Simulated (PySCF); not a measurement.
**Rh, Rh⁺: ionisation energy in aug-cc-pVTZ-DK**

Wanted: the ionisation energy of rhodium, up a ladder of methods.

Program: PySCF 2.14.0. Level of theory: unrestricted determinants in a Gaussian basis, no spin-orbit coupling in the energies. These are calculated values, not measurements, unless marked.

## 1. The atom as given

```
Element                                   : rhodium (Z = 45)
Basis                                     : aug-cc-pVTZ-DK
Hamiltonian                               : scalar relativity by spin-free X2C-1e
State 1                                   : Rh: [Kr] 4d8 5s1, high-spin 4F determinant
State 2                                   : Rh⁺: [Kr] 4d8, high-spin 3F determinant
Methods                                   : UHF, LDA, PBE, PBE0, r2SCAN, wB97X, r2SCANh, B3LYP, MP2
Core shells frozen in the correlated runs : valence: [Kr] (for Rh)
```

The outer shells:

Rh [Kr] 4d8 5s1
```
[Kr] core
4d [↑↓][↑↓][↑↓][↑ ][↑ ]
5s [↑ ]
```

Rh+ [Kr] 4d8
```
[Kr] core
4d [↑↓][↑↓][↑↓][↑ ][↑ ]
```

The runs were made by one driver on top of PySCF. The scripts below sum up each run's settings (the driver also hands on starting orbitals that pick excited configurations, and frozen orbitals as a list rather than a count), and the logs come from the driver's own runs. The driver starts from symmetry-adapted Hartree-Fock orbitals, holds the occupation by maximum overlap and uses a logarithmic radial grid for functionals, so a plain start would take other cycles.

The integrals over 102 functions and the set-up took 7.9 s of CPU time.

## 2. Rh: the ladder of methods

Level: UHF.

File input.py:

```python
from pyscf import gto, scf, dft, mp, cc
import basis_set_exchange as bse
mol = gto.M(atom="Rh 0 0 0", charge=0, spin=3, symmetry="D2h",
            basis=gto.basis.parse(bse.get_basis("aug-cc-pVTZ-DK", elements=["Rh"], fmt="nwchem")),
            nucmod="G")
mf = scf.UHF(mol).sfx2c1e()
mf.irrep_nelec = {'Ag': (9, 6), 'B1g': (2, 2), 'B2g': (2, 2), 'B3g': (2, 2), 'B1u': (3, 3), 'B2u': (3, 3), 'B3u': (3, 3)}
mf.kernel()
```

Log:

```text
damping factor = 0
level_shift factor = 0
DIIS = <class 'pyscf.scf.diis.CDIIS'>
diis_start_cycle = 1
diis_space = 10
diis_damp = 0
SCF conv_tol = 1e-09
SCF conv_tol_grad = None
number electrons alpha = 24  beta = 21
cycle= 1 E= -4781.0449172354  delta_E= -0.00737  |g|= 0.0338  |ddm|= 0.0436
cycle= 2 E= -4781.04520913269  delta_E= -0.000292  |g|= 0.00761  |ddm|= 0.00966
cycle= 3 E= -4781.04522894948  delta_E= -1.98e-05  |g|= 0.00213  |ddm|= 0.00457
cycle= 4 E= -4781.04523050794  delta_E= -1.56e-06  |g|= 0.000724  |ddm|= 0.00151
cycle= 5 E= -4781.04523117476  delta_E= -6.67e-07  |g|= 0.000101  |ddm|= 0.00133
cycle= 6 E= -4781.04523118842  delta_E= -1.37e-08  |g|= 2.43e-05  |ddm|= 0.00019
cycle= 7 E= -4781.04523118905  delta_E= -6.32e-10  |g|= 5.74e-06  |ddm|= 5.43e-05
converged SCF energy = -4781.04523118905  <S^2> = 3.7534145  2S+1 = 4.0017069
```

CPU time 4.3 s on a shared host, the integrals not counted.

Orbital energies by shell (radii are means over both spins):

```tsv
shell	electrons	mean orbital energy (eV)	spread (eV)	rms radius (bohr)
1s α	1	-23339.0	0	0.0374
1s β	1	-23339.0	0	0.0374
2s α	1	-3465.7	0	0.154
2s β	1	-3465.2	0	0.154
2p α	3	-3100.6	0	0.137
2p β	3	-3100.1	0	0.137
3s α	1	-654.53	0	0.415
3s β	1	-654.19	0	0.415
3p α	3	-531.09	0	0.419
3p β	3	-530.74	0	0.419
3d α	5	-333.68	0.291	0.403
3d β	5	-332.93	1.063	0.403
4s α	1	-102.69	0	1.05
4s β	1	-99.332	0	1.05
4p α	3	-65.744	0	1.17
4p β	3	-61.610	0	1.17
4d α	5	-12.365	1.109	1.72
4d β	3	-10.636	0	1.72
5s α	1	-6.475	0	3.79
```

⟨S²⟩ = 3.753, ⟨L²⟩ = 12.05.

Spin-orbit constants on these orbitals (cm⁻¹; bare nucleus, screened nucleus, mean field): 4d 1579, 1228, n/a. To first order in LS coupling the lowest level has J = 9/2 and lies 0.228 eV below the centre of the term.

Level: LDA.

Changes to input.py:

```diff
@@ -5,3 +5,3 @@
             nucmod="G")
-mf = scf.UHF(mol).sfx2c1e()
+mf = dft.UKS(mol, xc="LDA,VWN").sfx2c1e()
 mf.irrep_nelec = {'Ag': (9, 6), 'B1g': (2, 2), 'B2g': (2, 2), 'B3g': (2, 2), 'B1u': (3, 3), 'B2u': (3, 3), 'B3u': (3, 3)}
```

Log:

```text
damping factor = 0
level_shift factor = 0
DIIS = <class 'pyscf.scf.diis.CDIIS'>
diis_start_cycle = 1
diis_space = 10
diis_damp = 0
SCF conv_tol = 1e-09
SCF conv_tol_grad = None
number electrons alpha = 24  beta = 21
XC functionals = LDA,VWN
    P. A. M. Dirac.,  Math. Proc. Cambridge Philos. Soc. 26, 376 (1930)
    F. Bloch.,  Z. Phys. 57, 545 (1929)
    S. H. Vosko, L. Wilk, and M. Nusair.,  Can. J. Phys. 58, 1200 (1980)
cycle= 1 E= -4778.26712710567  delta_E= -0.0233  |g|= 0.128  |ddm|= 0.621
cycle= 2 E= -4778.25859054913  delta_E= 0.00854  |g|= 0.224  |ddm|= 0.173
cycle= 3 E= -4778.27095067696  delta_E= -0.0124  |g|= 0.0067  |ddm|= 0.111
cycle= 4 E= -4778.27095835706  delta_E= -7.68e-06  |g|= 0.00156  |ddm|= 0.00605
cycle= 5 E= -4778.27095921823  delta_E= -8.61e-07  |g|= 4.45e-05  |ddm|= 0.00108
cycle= 6 E= -4778.27095921933  delta_E= -1.1e-09  |g|= 2.25e-06  |ddm|= 6.49e-05
cycle= 7 E= -4778.27095921934  delta_E= -1.82e-12  |g|= 1.41e-07  |ddm|= 3.8e-06
converged SCF energy = -4778.27095921934  <S^2> = 3.7503424  2S+1 = 4.0001712
```

CPU time 1.9 s on a shared host, the integrals not counted.

Level: PBE.

Changes to input.py:

```diff
@@ -5,3 +5,3 @@
             nucmod="G")
-mf = dft.UKS(mol, xc="LDA,VWN").sfx2c1e()
+mf = dft.UKS(mol, xc="PBE").sfx2c1e()
 mf.irrep_nelec = {'Ag': (9, 6), 'B1g': (2, 2), 'B2g': (2, 2), 'B3g': (2, 2), 'B1u': (3, 3), 'B2u': (3, 3), 'B3u': (3, 3)}
```

Log:

```text
damping factor = 0
level_shift factor = 0
DIIS = <class 'pyscf.scf.diis.CDIIS'>
diis_start_cycle = 1
diis_space = 10
diis_damp = 0
SCF conv_tol = 1e-09
SCF conv_tol_grad = None
number electrons alpha = 24  beta = 21
XC functionals = PBE
    J. P. Perdew, K. Burke, and M. Ernzerhof.,  Phys. Rev. Lett. 77, 3865 (1996)
    J. P. Perdew, K. Burke, and M. Ernzerhof.,  Phys. Rev. Lett. 78, 1396 (1997)
    J. P. Perdew, K. Burke, and M. Ernzerhof.,  Phys. Rev. Lett. 77, 3865 (1996)
    J. P. Perdew, K. Burke, and M. Ernzerhof.,  Phys. Rev. Lett. 78, 1396 (1997)
cycle= 1 E= -4783.08692221468  delta_E= -0.0176  |g|= 0.0943  |ddm|= 0.448
cycle= 2 E= -4783.082385036  delta_E= 0.00454  |g|= 0.163  |ddm|= 0.131
cycle= 3 E= -4783.08901116017  delta_E= -0.00663  |g|= 0.00531  |ddm|= 0.0841
cycle= 4 E= -4783.08901675376  delta_E= -5.59e-06  |g|= 0.000816  |ddm|= 0.00441
cycle= 5 E= -4783.08901698697  delta_E= -2.33e-07  |g|= 0.000158  |ddm|= 0.000724
cycle= 6 E= -4783.08901699688  delta_E= -9.91e-09  |g|= 4.03e-06  |ddm|= 0.000125
cycle= 7 E= -4783.08901699688  delta_E= -1.82e-12  |g|= 8.09e-08  |ddm|= 3.51e-06
converged SCF energy = -4783.08901699688  <S^2> = 3.7506024  2S+1 = 4.0003012
```

CPU time 3 s on a shared host, the integrals not counted.

Level: PBE0.

Changes to input.py:

```diff
@@ -5,3 +5,3 @@
             nucmod="G")
-mf = dft.UKS(mol, xc="PBE").sfx2c1e()
+mf = dft.UKS(mol, xc="PBE0").sfx2c1e()
 mf.irrep_nelec = {'Ag': (9, 6), 'B1g': (2, 2), 'B2g': (2, 2), 'B3g': (2, 2), 'B1u': (3, 3), 'B2u': (3, 3), 'B3u': (3, 3)}
```

Log:

```text
damping factor = 0
level_shift factor = 0
DIIS = <class 'pyscf.scf.diis.CDIIS'>
diis_start_cycle = 1
diis_space = 10
diis_damp = 0
SCF conv_tol = 1e-09
SCF conv_tol_grad = None
number electrons alpha = 24  beta = 21
XC functionals = PBE0
    C. Adamo and V. Barone.,  J. Chem. Phys. 110, 6158 (1999)
    M. Ernzerhof and G. E. Scuseria.,  J. Chem. Phys. 110, 5029 (1999)
cycle= 1 E= -4783.1507154834  delta_E= -0.0115  |g|= 0.0363  |ddm|= 0.306
cycle= 2 E= -4783.15076252629  delta_E= -4.7e-05  |g|= 0.0346  |ddm|= 0.0532
cycle= 3 E= -4783.15100853549  delta_E= -0.000246  |g|= 0.00818  |ddm|= 0.021
cycle= 4 E= -4783.15102602232  delta_E= -1.75e-05  |g|= 0.00035  |ddm|= 0.00603
cycle= 5 E= -4783.15102620752  delta_E= -1.85e-07  |g|= 0.000127  |ddm|= 0.00149
cycle= 6 E= -4783.15102621375  delta_E= -6.22e-09  |g|= 2.45e-05  |ddm|= 0.000137
cycle= 7 E= -4783.15102621399  delta_E= -2.36e-10  |g|= 6.51e-07  |ddm|= 2e-05
converged SCF energy = -4783.15102621399  <S^2> = 3.7510088  2S+1 = 4.0005044
```

It used 4.4 s of CPU time after the integrals (shared host).

Level: r2SCAN.

Changes to input.py:

```diff
@@ -5,3 +5,3 @@
             nucmod="G")
-mf = dft.UKS(mol, xc="PBE0").sfx2c1e()
+mf = dft.UKS(mol, xc="R2SCAN").sfx2c1e()
 mf.irrep_nelec = {'Ag': (9, 6), 'B1g': (2, 2), 'B2g': (2, 2), 'B3g': (2, 2), 'B1u': (3, 3), 'B2u': (3, 3), 'B3u': (3, 3)}
```

Log:

```text
damping factor = 0
level_shift factor = 0
DIIS = <class 'pyscf.scf.diis.CDIIS'>
diis_start_cycle = 1
diis_space = 10
diis_damp = 0
SCF conv_tol = 1e-09
SCF conv_tol_grad = None
number electrons alpha = 24  beta = 21
XC functionals = R2SCAN
    J. W. Furness, A. D. Kaplan, J. Ning, J. P. Perdew, and J. Sun.,  J. Phys. Chem. Lett. 11, 8208-8215 (2020)
    J. W. Furness, A. D. Kaplan, J. Ning, J. P. Perdew, and J. Sun.,  J. Phys. Chem. Lett. 11, 9248-9248 (2020)
    J. W. Furness, A. D. Kaplan, J. Ning, J. P. Perdew, and J. Sun.,  J. Phys. Chem. Lett. 11, 8208-8215 (2020)
    J. W. Furness, A. D. Kaplan, J. Ning, J. P. Perdew, and J. Sun.,  J. Phys. Chem. Lett. 11, 9248-9248 (2020)
cycle= 1 E= -4783.47677351554  delta_E= -0.0139  |g|= 0.0632  |ddm|= 0.295
cycle= 2 E= -4783.47602312133  delta_E= 0.00075  |g|= 0.0845  |ddm|= 0.108
cycle= 3 E= -4783.4776707504  delta_E= -0.00165  |g|= 0.011  |ddm|= 0.0471
cycle= 4 E= -4783.47770800298  delta_E= -3.73e-05  |g|= 0.000751  |ddm|= 0.0185
cycle= 5 E= -4783.47770909387  delta_E= -1.09e-06  |g|= 0.000269  |ddm|= 0.00927
cycle= 6 E= -4783.47770912152  delta_E= -2.77e-08  |g|= 5.25e-05  |ddm|= 0.00044
cycle= 7 E= -4783.47770912261  delta_E= -1.1e-09  |g|= 7.97e-07  |ddm|= 0.000113
cycle= 8 E= -4783.47770912262  delta_E= -5.46e-12  |g|= 7.4e-08  |ddm|= 9.34e-06
converged SCF energy = -4783.47770912262  <S^2> = 3.7519233  2S+1 = 4.0009616
```

CPU time 6.8 s on a shared host, the integrals not counted.

Level: wB97X.

Changes to input.py:

```diff
@@ -5,3 +5,3 @@
             nucmod="G")
-mf = dft.UKS(mol, xc="R2SCAN").sfx2c1e()
+mf = dft.UKS(mol, xc="WB97X").sfx2c1e()
 mf.irrep_nelec = {'Ag': (9, 6), 'B1g': (2, 2), 'B2g': (2, 2), 'B3g': (2, 2), 'B1u': (3, 3), 'B2u': (3, 3), 'B3u': (3, 3)}
```

Log:

```text
damping factor = 0
level_shift factor = 0
DIIS = <class 'pyscf.scf.diis.CDIIS'>
diis_start_cycle = 1
diis_space = 10
diis_damp = 0
SCF conv_tol = 1e-09
SCF conv_tol_grad = None
number electrons alpha = 24  beta = 21
XC functionals = WB97X
    J.-D. Chai and M. Head-Gordon.,  J. Chem. Phys. 128, 084106 (2008)
cycle= 1 E= -4783.60943986172  delta_E= -0.0116  |g|= 0.0277  |ddm|= 0.33
cycle= 2 E= -4783.60998284655  delta_E= -0.000543  |g|= 0.00874  |ddm|= 0.0511
cycle= 3 E= -4783.61007326814  delta_E= -9.04e-05  |g|= 0.00498  |ddm|= 0.0262
cycle= 4 E= -4783.61010436506  delta_E= -3.11e-05  |g|= 0.00247  |ddm|= 0.0195
cycle= 5 E= -4783.61011114779  delta_E= -6.78e-06  |g|= 0.000548  |ddm|= 0.0101
cycle= 6 E= -4783.61011176001  delta_E= -6.12e-07  |g|= 5.88e-05  |ddm|= 0.004
cycle= 7 E= -4783.61011176975  delta_E= -9.74e-09  |g|= 1.03e-05  |ddm|= 0.000339
cycle= 8 E= -4783.61011176999  delta_E= -2.35e-10  |g|= 2.21e-06  |ddm|= 8.47e-05
converged SCF energy = -4783.61011176999  <S^2> = 3.7527232  2S+1 = 4.0013613
```

CPU time 12 s on a shared host, the integrals not counted.

Level: r2SCANh.

Changes to input.py:

```diff
@@ -5,3 +5,3 @@
             nucmod="G")
-mf = dft.UKS(mol, xc="WB97X").sfx2c1e()
+mf = dft.UKS(mol, xc="HYB_MGGA_XC_R2SCANH").sfx2c1e()
 mf.irrep_nelec = {'Ag': (9, 6), 'B1g': (2, 2), 'B2g': (2, 2), 'B3g': (2, 2), 'B1u': (3, 3), 'B2u': (3, 3), 'B3u': (3, 3)}
```

Log:

```text
damping factor = 0
level_shift factor = 0
DIIS = <class 'pyscf.scf.diis.CDIIS'>
diis_start_cycle = 1
diis_space = 10
diis_damp = 0
SCF conv_tol = 1e-09
SCF conv_tol_grad = None
number electrons alpha = 24  beta = 21
XC functionals = HYB_MGGA_XC_R2SCANH
    M. Bursch, H. Neugebauer, S. Ehlert, and S. Grimme.,  J. Chem. Phys. 156, 134105 (2022)
cycle= 1 E= -4783.46585082667  delta_E= -0.0123  |g|= 0.0477  |ddm|= 0.268
cycle= 2 E= -4783.46583876782  delta_E= 1.21e-05  |g|= 0.0518  |ddm|= 0.0864
cycle= 3 E= -4783.46642031986  delta_E= -0.000582  |g|= 0.0105  |ddm|= 0.0324
cycle= 4 E= -4783.46645646921  delta_E= -3.61e-05  |g|= 0.000933  |ddm|= 0.019
cycle= 5 E= -4783.46645814017  delta_E= -1.67e-06  |g|= 0.000259  |ddm|= 0.0103
cycle= 6 E= -4783.46645817058  delta_E= -3.04e-08  |g|= 5.21e-05  |ddm|= 0.000859
cycle= 7 E= -4783.46645817167  delta_E= -1.09e-09  |g|= 1.65e-06  |ddm|= 0.000119
cycle= 8 E= -4783.46645817168  delta_E= -6.37e-12  |g|= 9.46e-08  |ddm|= 1.49e-05
converged SCF energy = -4783.46645817168  <S^2> = 3.7519169  2S+1 = 4.0009583
```

CPU time 7.9 s on a shared host, the integrals not counted.

Level: B3LYP.

Changes to input.py:

```diff
@@ -5,3 +5,3 @@
             nucmod="G")
-mf = dft.UKS(mol, xc="HYB_MGGA_XC_R2SCANH").sfx2c1e()
+mf = dft.UKS(mol, xc="B3LYP").sfx2c1e()
 mf.irrep_nelec = {'Ag': (9, 6), 'B1g': (2, 2), 'B2g': (2, 2), 'B3g': (2, 2), 'B1u': (3, 3), 'B2u': (3, 3), 'B3u': (3, 3)}
```

Log:

```text
damping factor = 0
level_shift factor = 0
DIIS = <class 'pyscf.scf.diis.CDIIS'>
diis_start_cycle = 1
diis_space = 10
diis_damp = 0
SCF conv_tol = 1e-09
SCF conv_tol_grad = None
number electrons alpha = 24  beta = 21
XC functionals = B3LYP
    P. J. Stephens, F. J. Devlin, C. F. Chabalowski, and M. J. Frisch.,  J. Phys. Chem. 98, 11623 (1994)
cycle= 1 E= -4783.54019769459  delta_E= -0.0148  |g|= 0.0594  |ddm|= 0.425
cycle= 2 E= -4783.53940748644  delta_E= 0.00079  |g|= 0.0835  |ddm|= 0.0814
cycle= 3 E= -4783.5410592139  delta_E= -0.00165  |g|= 0.00452  |ddm|= 0.0428
cycle= 4 E= -4783.54106405102  delta_E= -4.84e-06  |g|= 0.000541  |ddm|= 0.00478
cycle= 5 E= -4783.54106416525  delta_E= -1.14e-07  |g|= 8.53e-05  |ddm|= 0.00113
cycle= 6 E= -4783.54106416812  delta_E= -2.86e-09  |g|= 1.03e-05  |ddm|= 8.32e-05
cycle= 7 E= -4783.54106416817  delta_E= -5.73e-11  |g|= 5.65e-07  |ddm|= 1.38e-05
converged SCF energy = -4783.54106416817  <S^2> = 3.7509979  2S+1 = 4.0004989
```

It used 5.9 s of CPU time after the integrals (shared host).

Level: MP2 (valence).

Changes to input.py:

```diff
@@ -5,4 +5,5 @@
             nucmod="G")
-mf = dft.UKS(mol, xc="B3LYP").sfx2c1e()
+mf = scf.UHF(mol).sfx2c1e()
 mf.irrep_nelec = {'Ag': (9, 6), 'B1g': (2, 2), 'B2g': (2, 2), 'B3g': (2, 2), 'B1u': (3, 3), 'B2u': (3, 3), 'B3u': (3, 3)}
 mf.kernel()
+mp.UMP2(mf, frozen=18).kernel()
```

No log was kept for this step.

It used 1.2 s of CPU time after the integrals (shared host).

With 9 electrons correlated, the MP2 correlation energy is -0.25510 hartree (-0.09784 same spin, -0.15726 opposite spin); the SCS form gives -0.22133. Largest pairs of shells: 4d-4d -0.2207, 4d-5s -0.0344, 5s-5s 0.0000.

Radial density 4πr²ρ of Rh at UHF, without picture-change correction:

```tsv
r (bohr)	density	spin density
0.000703	0.890	0.000
0.00118	2.08	0.000
0.00199	4.73	0.000
0.00334	10.3	0.001
0.00562	20.8	0.002
0.00946	37.1	0.003
0.0159	53.6	0.003
0.0268	56.3	0.001
0.0450	48.6	-0.002
0.0757	64.0	0.022
0.127	65.7	0.132
0.214	47.2	0.324
0.360	52.9	0.135
0.606	16.4	0.240
1.02	15.4	1.391
1.72	5.59	1.098
2.88	1.06	0.505
4.85	0.164	0.139
8.16	0.00710	0.007
13.7	1.14e-05	0.000
```

(Part 1 of 2 ends here.)
